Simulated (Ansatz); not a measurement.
What does this script print? It uses the Ansatz DFT code, driven from Python.

Script `survey.py`:
```python
"""Bonding analysis of Sr2Rh."""

from collections import Counter
from pathlib import Path
import warnings

import ansatz as az
from ase.io.cube import read_cube_data
from ase.units import Bohr
import numpy as np
from pymatgen.core import Structure
from scipy.ndimage import map_coordinates


def main() -> None:
    warnings.simplefilter("ignore", az.DeckWarning)

    vectors = np.array([
        [0.0, 3.65096, 3.65096],
        [3.65096, 0.0, 3.65096],
        [3.65096, 3.65096, 0.0],
    ])
    xtal = (
        az.Lattice.of(vectors)
        .atom("Sr", (0.75, 0.75, 0.75))
        .atom("Sr", (0.25, 0.25, 0.25))
        .atom("Rh", (0.0, 0.0, 0.0))
    )

    setup = (
        xtal.calculation()
        .kpoints(6)
        .basis(420)
        .functional("pbesol")
        .occupations(az.OccupationsMethod.COLD)
        .scf(tolerance=1e-08)
        .compute(band_table=True, density=True, output_files={"volumetric_format": "cube"}, populations=True, stress=True)
    )
    planned = setup.session().plan(threads=1)
    facts = planned.describe()
    print("plan:", facts["n_bands"], "bands,", len(facts["kpoints_frac"]), "k-points, plane waves", facts["n_pw_range"], "grid", facts["fft_dense"])
    result = planned.execute()
    summary = result.report

    for key in ("converged", "n_iterations", "n_electrons", "n_kpoints", "n_pw", "n_symmetry_ops", "free_energy_ev", "fermi_energy_ev"):
        print(f"{key:18s} {summary[key]}")

    table = np.array(summary["eigenvalues_ev"]) - summary["fermi_energy_ev"]
    filling = np.array(summary["occupations"])
    weights = np.tile(summary["kweights"], len(table) // len(summary["kweights"]))
    print("band   lowest  highest (eV from E_F)  electrons")
    for band in range(table.shape[1]):
        if table[:, band].max() > -10:
            print(f"{band + 1:4d} {table[:, band].min():8.3f} {table[:, band].max():8.3f} {weights @ filling[:, band]:18.4f}")
    print("electrons counted from the table:", round(float(weights @ filling.sum(axis=1)), 5))

    # cube files hold the density in electrons per cubic bohr
    folder = Path(result.write_results("cubes"))
    print("\n".join((folder / "rho.cube").read_text().splitlines()[: 6 + 3]))
    values, cube_atoms = read_cube_data(str(folder / "rho.cube"))
    print("electrons from the file:", round(values.mean() * cube_atoms.get_volume() / Bohr ** 3, 3))

    files = Path(result.write_results("tables"))
    print((files / "populations.tsv").read_text())

    # principal values and the von Mises stress of the deviator
    principal = np.linalg.eigvalsh(np.array(summary["stress_gpa"]))
    mises = np.sqrt(0.5 * sum((principal[i] - principal[i - 1]) ** 2 for i in range(3)))
    print("principal stresses (GPa, compression positive):", np.round(principal, 3))
    print(f"mean {principal.mean():.3f} GPa, von Mises {mises:.3f} GPa, PV = {principal.mean() * summary['setup']['cell_volume_ang3'] / 160.21766:.4f} eV")

    final = Structure(result.lattice.cell_ang, [s.symbol for s in result.lattice.sites], [s.position_frac for s in result.lattice.sites])
    # shortest distances, periodic images included
    for index, site in enumerate(final):
        near = final.get_neighbors(site, 4.5)
        edge = 1.15 * min(n.nn_distance for n in near)
        shell = Counter((round(n.nn_distance, 2), n.specie.symbol) for n in near if n.nn_distance < edge)
        print(f"{index:2d} {site.specie.symbol:2s}", ", ".join(f"{count} {symbol} at {d:.2f}" for (d, symbol), count in sorted(shell.items())))

    # the grid holds the pseudo-density, which differs from the true one inside the cores
    rho = result.density()
    total = sum(channel.density_e_per_ang3 for channel in rho.channels[:2])
    grid_cell = np.asarray(rho.fft_grid_basis) @ result.lattice.cell_ang
    partner = min(final.get_neighbors(final[0], 5.0), key=lambda n: n.nn_distance)
    line = np.linspace(final[0].coords, partner.coords, 11)
    points = (line @ np.linalg.inv(grid_cell)) * rho.dims
    values = map_coordinates(total, points.T, order=3, mode="grid-wrap")
    print(f"from {final[0].specie} to {partner.specie}, {partner.nn_distance:.3f} A")
    for t, value in zip(np.linspace(0, partner.nn_distance, 11), values):
        print(f"{t:7.3f} A  {value:9.4f} e/A^3")


if __name__ == "__main__":
    main()
```

```console
$ python survey.py
plan: 23 bands, 16 k-points, plane waves [1868, 1932] grid [36, 36, 36]
converged          True
n_iterations       7
n_electrons        37.0
n_kpoints          16
n_pw               1917
n_symmetry_ops     48
free_energy_ev     -13323.33009826572
fermi_energy_ev    8.36573990258988
band   lowest  highest (eV from E_F)  electrons
  13   -3.819   -1.634             2.0000
  14   -1.635   -1.253             2.0000
  15   -1.542   -1.142             2.0000
  16   -1.258   -1.020             2.0000
  17   -1.195   -1.020             2.0000
  18   -1.145   -0.947             2.0000
  19   -0.883    0.701             1.0000
  20    0.632    2.082             0.0000
  21    0.701    2.146             0.0000
  22    2.290    3.439             0.0000
  23    2.314    3.439             0.0000
electrons counted from the table: 37.0
ansatz rho
values in e/bohr^3 (x slowest, z fastest)
    3    0.000000    0.000000    0.000000
   36    0.000000    0.191648    0.191648
   36    0.191648    0.000000    0.191648
   36    0.191648    0.191648    0.000000
   38   38.000000   10.348972   10.348972   10.348972
   38   38.000000    3.449657    3.449657    3.449657
   45   45.000000    0.000000    0.000000    0.000000
electrons from the file: 37.0
# site	symbol	l	j	q
# orbitals = lowdin
# n_electrons = 37.000000
# spilling = 0.021923
0	Sr	0_4S	-	1.972927
0	Sr	0_5S	-	0.897200
0	Sr	1_4P	-	5.985778
1	Sr	0_4S	-	1.972927
1	Sr	0_5S	-	0.897200
1	Sr	1_4P	-	5.985778
2	Rh	0_4S	-	1.994451
2	Rh	0_5S	-	1.356783
2	Rh	1_4P	-	5.994819
2	Rh	2_4D	-	9.130990

principal stresses (GPa, compression positive): [-1.367 -1.367 -1.367]
mean -1.367 GPa, von Mises 0.000 GPa, PV = -0.8305 eV
 0 Sr 4 Rh at 3.16
 1 Sr 4 Rh at 3.16
 2 Rh 8 Sr at 3.16
from Sr to Rh, 3.162 A
  0.000 A     1.0911 e/A^3
  0.316 A     2.4206 e/A^3
  0.632 A     2.1904 e/A^3
  0.949 A     0.7208 e/A^3
  1.265 A     0.2018 e/A^3
  1.581 A     0.1567 e/A^3
  1.897 A     0.2798 e/A^3
  2.213 A     0.8930 e/A^3
  2.529 A     4.4871 e/A^3
  2.846 A    11.2588 e/A^3
  3.162 A    15.2743 e/A^3
```

What to keep in mind:
- Total energies depend on the potentials; only differences at equal settings carry meaning. A total without «per atom» is that of the cell as typed.
- The computed bands are complete only to about 2.3 eV above the Fermi level.
- The mesh is modest for a metal, so energies can be off by several to tens of meV an atom and pressures by half a GPa or more; differences at equal mesh fare better.
- Only differences from the Fermi energy are physical; the zero of the scale is a convention.
- The program warned that this SCF threshold is loose for forces or stresses.
- The fields are valence quantities on the plane-wave grid; their values near the nuclei depend on the potentials.
- The structure comes from a database of computed cells and needn't be a stable or known phase.
- Levels are Kohn-Sham eigenvalues on this mesh, without spin-orbit coupling.
- The script silences the warnings on its input, which a real study should read.
- It ran for 2.9 s on 1 thread of Arm Neoverse V2, on a shared host, peak memory 0.47 GiB.

(Lines on the test bed's own set-up are left out of the output.)
